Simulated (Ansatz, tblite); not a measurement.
# The cluster Cd5Cl4NiSe4: a ladder of methods and basis sets

One table from this session's results is given with a row withheld; the runs are named, their logs left out.

The runs use Ansatz 0.2.0, Gaussian basis; as each input shows.

Plan: GFN1-xTB, GFN2-xTB, PBE-D4/def2-TZVP, r2SCAN-D4/def2-TZVP, PBE-QIDH/def2-TZVP, revPBE-D4/def2-TZVP, r2SCANh-D4/def2-TZVP, PBE+5HF/def2-SVP, PBE+10HF/def2-SVP, PBE+15HF/def2-SVP, PBE+35HF/def2-SVP, PBE+50HF/def2-SVP, PBE-D4/def2-SVP, PBE0-D4/def2-SVP, MP2/def2-SVP, RPA/def2-SVP.

2 further runs of the same task are left out: 2 that didn't finish. Runs told in other sessions of the task aren't counted.

## The structure

The triplet was relaxed beforehand with r2SCAN-D4/def2-SVP.

14 atoms, charge 0, spin multiplicity 3.

Bond lengths: Se1–Ni5 2.379 Å, Se1–Cd7 2.634 Å, Se1–Cd8 2.551 Å, Se2–Cd6 2.698 Å, Se2–Cd7 2.591 Å, Se2–Cd9 2.526 Å, Se3–Ni5 2.308 Å, Se3–Cd6 2.669 Å, Se3–Cd10 2.593 Å, Se4–Cd8 2.567 Å, Se4–Cd9 2.560 Å, Se4–Cd10 2.677 Å, Ni5–Cl11 2.278 Å, Cd6–Cl11 2.929 Å, Cd6–Cl12 2.343 Å, Cd7–Cl11 2.798 Å, Cd7–Cl13 2.842 Å, Cd8–Cl13 2.668 Å and more. Angles: Ni5–Se1–Cd7 74.4°, Ni5–Se1–Cd8 96.6°, Cd7–Se1–Cd8 79.7°, Cd6–Se2–Cd7 86.8°, Cd6–Se2–Cd9 97.6°, Cd7–Se2–Cd9 79.4°, Ni5–Se3–Cd6 86.6°, Ni5–Se3–Cd10 112.5°, Cd6–Se3–Cd10 120.4°, Cd8–Se4–Cd9 75.9°, Cd8–Se4–Cd10 89.3°, Cd9–Se4–Cd10 96.9°, Se1–Ni5–Se3 133.0°, Se1–Ni5–Cl11 101.8°, Se3–Ni5–Cl11 105.5°, Se2–Cd6–Se3 115.1°, Se2–Cd6–Cl11 88.0°, Se2–Cd6–Cl12 119.6° and more.

Cd takes a core potential in the def2 sets. No spin-orbit coupling is included.

PBE0-D4/def2-TZVP was run before; its log isn't repeated, and its numbers join the tables.

The first run:

Tight binding, by tblite at 300 K electronic temperature and without a spin-polarisation term:

```python
tblite.interface.Calculator('GFN1-xTB', numbers, positions, charge=0, uhf=2).singlepoint()
```

Tight binding, by tblite at 300 K electronic temperature and without a spin-polarisation term:

```python
tblite.interface.Calculator('GFN2-xTB', numbers, positions, charge=0, uhf=2).singlepoint()
```

start.molden holds the orbitals of an earlier run on this state, given as this run's starting guess.

The input, in.yaml:

```yaml
crystal:
  periodic: [false, false, false]
  atoms:
    - {symbol: Se, position_ang: [-1.888876, 2.198755, -1.176250]}
    - {symbol: Se, position_ang: [1.650570, -1.228798, -2.077068]}
    - {symbol: Se, position_ang: [-1.256068, -1.187324, 1.394924]}
    - {symbol: Se, position_ang: [2.029243, 1.856249, 1.786235]}
    - {symbol: Ni, position_ang: [-2.300446, 0.044555, -0.254304]}
    - {symbol: Cd, position_ang: [-0.138606, -2.587597, -0.583074]}
    - {symbol: Cd, position_ang: [-0.181863, 0.580656, -2.362453]}
    - {symbol: Cd, position_ang: [0.220785, 2.695472, 0.169271]}
    - {symbol: Cd, position_ang: [2.364859, 0.434544, -0.315779]}
    - {symbol: Cd, position_ang: [0.208697, 0.278908, 2.953403]}
    - {symbol: Cl, position_ang: [-2.262818, -1.273434, -2.112242]}
    - {symbol: Cl, position_ang: [-0.215070, -4.925789, -0.713937]}
    - {symbol: Cl, position_ang: [1.800752, 2.579685, -1.977570]}
    - {symbol: Cl, position_ang: [-0.031148, 0.534107, 5.268843]}
basis:
  gaussian: {orbitals: def2-TZVP, fitting: {mean_field: def2-universal-jkfit}, initial_orbitals: start.molden}
magnetization: {spin_polarized: true, initial_magnetization: 2}
hamiltonian: {xc: pbe, dispersion: d4}
scf: {omitted_lower_state_checks: [starts]}
output: {orbitals: {seedname: orbitals}}
```

Run with:

```console
$ ansatz run in.yaml --threads 2 --pin off --events-out ev --progress --plain --max-ram 32768MiB --backend cuda --devices 0, --max-vram 18GiB
```

Steps of the session up to this table: PBE-D4/def2-TZVP; r2SCAN-D4/def2-TZVP; PBE-QIDH/def2-TZVP; revPBE-D4/def2-TZVP; r2SCANh-D4/def2-TZVP; PBE+5HF/def2-SVP; PBE+10HF/def2-SVP; PBE+15HF/def2-SVP; PBE+35HF/def2-SVP; PBE+50HF/def2-SVP; PBE-D4/def2-SVP; PBE0-D4/def2-SVP; MP2/def2-SVP; RPA/def2-SVP.

One of the session's tables, all rows but one given; the rest of the session is left out.

It belongs to the step «Binding energy». 

| level | binding an atom (eV) |
| --- | --- |
| HF/def2-SVP | 1.495 |
| PBE-D4/def2-SVP | 2.390 |
| PBE-D4/def2-TZVP | 2.278 |
| revPBE-D4/def2-TZVP | 2.165 |
| r2SCAN-D4/def2-TZVP | 2.333 |
| r2SCANh-D4/def2-TZVP | 2.308 |
| PBE0-D4/def2-SVP | 2.343 |
| PBE0-D4/def2-TZVP | 2.258 |
| PBE-QIDH/def2-TZVP | ? |
| RPA/def2-SVP | 1.833 |
| MP2/def2-SVP | 2.204 |

Estimate the missing values for PBE-QIDH/def2-TZVP.

The run gave: binding an atom (eV): 2.248. In the column «binding an atom (eV)» it lies between MP2/def2-SVP (2.204) and PBE0-D4/def2-TZVP (2.258).

To keep in mind: Free atoms were run apart at each level; binding is atoms less cluster, divided by the number of atoms, without zero-point or spin-orbit terms.
